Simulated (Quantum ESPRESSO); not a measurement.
GdO: Wannier functions under several settings

```
Gd O
1.0
     0.00000    2.70000    2.70000
     2.70000    0.00000    2.70000
     2.70000    2.70000    0.00000
Gd O
1 1
Direct
  0.00000 0.00000 0.00000
  0.75000 0.75000 0.75000
```

All runs used Quantum ESPRESSO 7.5; potentials JTH 2.0 PBE; k mesh 7 × 7 × 7; given cell; collinear spin, ferromagnetic start; cutoff 707 eV; occupations fermi-dirac, width 0.05 eV.

```csv
level,start,Wannier mesh,spread a function (Å²),RMS miss of the bands (meV)
PBE,atomic projections with disentanglement,4 × 4 × 4,1.56,137
PBE,"atomic projections with disentanglement, not minimised",4 × 4 × 4,4.27,190
PBE,SCDM with an erfc weight,4 × 4 × 4,?,?
```

Question: What stands in the row left open?

Answer: Spread a function 1.55 Å²; RMS miss of the bands 24 meV.

Caveats: a cell with one magnetic atom can't hold antiferromagnetic order, which such compounds often take; the Wannier minimisation didn't converge (some runs).

For the row left open. Caveat: the k mesh is coarse; a cell with one magnetic atom can't hold antiferromagnetic order, which such compounds often take.
